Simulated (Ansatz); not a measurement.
# H5MgPt: the cost of one run

Program: Ansatz 0.2.0. Level of theory: the levels named in each step. These are calculated values, not measurements.

**1. The starting structure**

Bond lengths: Mg1–Pt2 2.856 Å, Pt2–H3 1.719 Å, Mg1–H4 1.789 Å, Pt2–H4 1.552 Å, Pt2–H5 1.618 Å, Pt2–H6 1.502 Å, Pt2–H7 1.821 Å. Angles (14 of 17 angles, heavy atoms first): Mg1–Pt2–H3 87.9°, Mg1–Pt2–H4 33.8°, Mg1–Pt2–H5 79.0°, Mg1–Pt2–H6 149.0°, Mg1–Pt2–H7 95.6°, Pt2–Mg1–H4 28.9°, Mg1–H4–Pt2 117.3°, H3–Pt2–H4 120.9°, H3–Pt2–H5 97.7°, H3–Pt2–H6 92.4°, H3–Pt2–H7 161.2°, H4–Pt2–H5 82.8°, H4–Pt2–H6 139.9°, H4–Pt2–H7 66.6°.

As a file:

```xyz
7

Mg    2.1386    0.0062   -1.3819
Pt   -0.2553    0.0106    0.1764
H    -0.6445    1.5225   -0.5432
H     1.1282   -0.6527   -0.0605
H    -0.6928   -0.9374   -1.0597
H    -1.7024   -0.3670    0.3153
H    -0.2394   -1.7750    0.5333
```

**2. A rough first relaxation, PBE-D4/def2-SVPD**

The input, input.yaml:

```yaml
crystal:
  periodic: [false, false, false]
  atoms:
    - { symbol: Mg, position_ang: [2.13861, 0.00617, -1.38185] }
    - { symbol: Pt, position_ang: [-0.25533, 0.01065, 0.17637] }
    - { symbol: H, position_ang: [-0.64448, 1.52247, -0.54323] }
    - { symbol: H, position_ang: [1.12817, -0.65272, -0.06052] }
    - { symbol: H, position_ang: [-0.69279, -0.93743, -1.0597] }
    - { symbol: H, position_ang: [-1.70236, -0.36703, 0.31527] }
    - { symbol: H, position_ang: [-0.23944, -1.77495, 0.5333] }
magnetization:
  spin_polarized: true
  initial_magnetization: 1
basis:
  gaussian: { orbitals: def2-SVPD }
hamiltonian:
  xc: pbe
  dispersion: d4
relax:
  f_tol: 0.03
  max_steps: 200
```

Run with:

```console
$ ansatz run input.yaml --threads 4 --pin off --max-ram 10240MiB --backend cpu --events-out ev --progress --plain --runs-dir out
```

**Question.** How long does this run take on 4 threads of Arm Neoverse N1, shared host, and how much memory does it need?

About 46 s, with a peak of 0.2 GiB.
